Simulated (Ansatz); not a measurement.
# CH2BN (BH2(CN)) at r2SCAN0/STO-3G

Aim: the electronic atomisation energy of CH2BN (BH2(CN)) at r2SCAN0/STO-3G, from 5 runs. 

The calculation is run with Ansatz 0.2.0.

78 further runs of the same task are left out: 10 that didn't finish, 68 set aside as unsound or not needed.

### 1 The molecule

The species is CH2BN (5 atoms), meant as a singlet with charge 0. As SMILES, `[H]B([H])C#N`. The shape is that of a GFN2-xTB optimisation.

Bond lengths: B1–C4 1.511 Å, C4–N5 1.149 Å, B1–H2 1.166 Å, B1–H3 1.166 Å. Angles: B1–C4–N5 180.0°, H2–B1–C4 118.9°, H3–B1–C4 118.9°, H2–B1–H3 122.2°.

### 2 A single-point energy at r2SCAN0/STO-3G

in.yaml

```yaml
crystal:
  periodic: [false, false, false]
  atoms:
    - symbol: B
      position_ang: [0.303740, 0.527560, 0.008500]
    - symbol: H
      position_ang: [1.468860, 0.505990, 0.058320]
    - symbol: H
      position_ang: [-0.298270, 1.526000, -0.026970]
    - symbol: C
      position_ang: [-0.450670, -0.781610, -0.012050]
    - symbol: "N"
      position_ang: [-1.023660, -1.777940, -0.027800]
basis:
  gaussian:
    orbitals: STO-3G
accuracy: high
hamiltonian:
  xc: {name: r2SCAN0}
```

Launch:

```console
$ ansatz run in.yaml --threads 1 --pin off --max-ram 2610MiB --events-out events.jsonl --progress --plain --runs-dir runs
```

Standard output:

```text
Warning: RAYON_NUM_THREADS=1 ignored (pool sized by the plan → 1); use --threads N
Functional definition: r2SCAN0
  name "r2SCAN0"
  parameter a = 0.25
  parameter k0 = 0.174
  parameter k1 = 0.065
  parameter a1 = 4.9479
  exchange = (1 - a)*r2scan_x(k0 = k0, k1 = k1, a1 = a1) + a*exact_x
  correlation = r2scan_c
296 factors; integrals over basis functions are off by at most 5.7e-9 eV
mean field evaluation 1: about -3189.6528 eV, gradient 2.5e1 eV
mean field evaluation 2: about -3184.6481 eV, gradient 5.0e1 eV
mean field evaluation 4: about -3191.3275 eV, gradient 3.9e-1 eV
mean field evaluation 8: about -3191.2633 eV, gradient 3.7e-3 eV
mean field evaluation 16: about -3191.2633 eV, gradient 1.7e-9 eV
mean field -3191.26325769 eV, -117.2767616042 hartree, gradient 1.8e-9 eV, S^2 0.000000; 0 other end points of the search recorded, 0 dependent functions left out
reference -3191.26325793 eV, -117.2767616131 hartree; 10, 10 occupied and 7, 7 virtual orbitals, 296 factors
Total energy: -3191.26325793 eV, -117.2767616131 hartree
```

Wall time 1.6 s (1 thread of Arm Neoverse V2, shared host); peak memory 0.13 GiB.

### 3 The B atom, same level

input.yaml

```yaml
crystal:
  periodic: [false, false, false]
  atoms:
    - {symbol: B, position_ang: [0.000000, 0.000000, 0.000000]}
basis:
  gaussian: {orbitals: STO-3G}
magnetization: {spin_polarized: true, initial_magnetization: 1}
hamiltonian: {xc: {name: r2SCAN0}}
accuracy: high
```

Run the same way, it converges to -24.25616 Eh (log not shown).

### 4 The C atom

molecule.yaml

```yaml
basis:
  gaussian: {orbitals: STO-3G}
crystal:
  periodic: [false, false, false]
  atoms:
    - {symbol: C, position_ang: [0.000000, 0.000000, 0.000000]}
magnetization: {spin_polarized: true, initial_magnetization: 2}
hamiltonian: {xc: {name: r2SCAN0}}
accuracy: high
```

Launch:

```console
$ ansatz run molecule.yaml --threads 1 --pin off --max-ram 2610MiB --events-out events.jsonl --progress --plain --runs-dir runs
```

Standard output (excerpt; [...] marks lines left out):

```text
Warning: RAYON_NUM_THREADS=1 ignored (pool sized by the plan → 1); use --threads N
[... 8 set-up lines as earlier in the session ...]
15 factors; integrals over basis functions are off by at most 9.8e-10 eV
mean field evaluation 1: about -1015.9310 eV, gradient 1.6e-10 eV
mean field evaluation 2: about -1015.9286 eV, gradient 6.7e-10 eV
mean field -1015.92858945 eV, -37.3346870410 hartree, gradient 0.0e0 eV, S^2 2.000000; 0 other end points of the search recorded, 0 dependent functions left out
reference -1015.92858968 eV, -37.3346870496 hartree; 4, 2 occupied and 1, 3 virtual orbitals, 15 factors
Total energy: -1015.92858968 eV, -37.3346870496 hartree
```

It took 0.46 s on 1 thread of Arm Neoverse V2, shared host.

### 5 The H atom

job.yaml

```yaml
crystal:
  periodic: [false, false, false]
  atoms:
    - symbol: H
      position_ang: [0.000000, 0.000000, 0.000000]
basis:
  gaussian: {orbitals: STO-3G}
magnetization: {spin_polarized: true, initial_magnetization: 1}
hamiltonian: {xc: {name: r2SCAN0}}
accuracy: high
```

Run the same way, it converges to -0.46649 Eh (log not shown).

### 6 The N atom

molecule.yaml

```yaml
crystal:
  periodic: [false, false, false]
  atoms:
    - {symbol: "N", position_ang: [0.000000, 0.000000, 0.000000]}
basis:
  gaussian: {orbitals: STO-3G}
magnetization: {spin_polarized: true, initial_magnetization: 3}
hamiltonian: {xc: {name: r2SCAN0}}
accuracy: high
```

Run the same way, it converges to -53.88331 Eh (log not shown).

### 7 Results

At r2SCAN0/STO-3G:

```
                     quantity          value
       molecule: total energy  -117.27676 Eh
         B atom: total energy   -24.25616 Eh
                 B atom: ⟨S²⟩          0.750
         C atom: total energy   -37.33469 Eh
                 C atom: ⟨S²⟩          2.000
         H atom: total energy    -0.46649 Eh
                 H atom: ⟨S²⟩          0.750
         N atom: total energy   -53.88331 Eh
                 N atom: ⟨S²⟩          3.750
electronic atomisation energy      23.663 eV
```

In words: Taking the molecule apart into free atoms costs 23.66 eV (2283 kJ/mol), before zero-point energy and without spin-orbit coupling. In a minimal basis such a difference can be off by several eV, whatever the method.
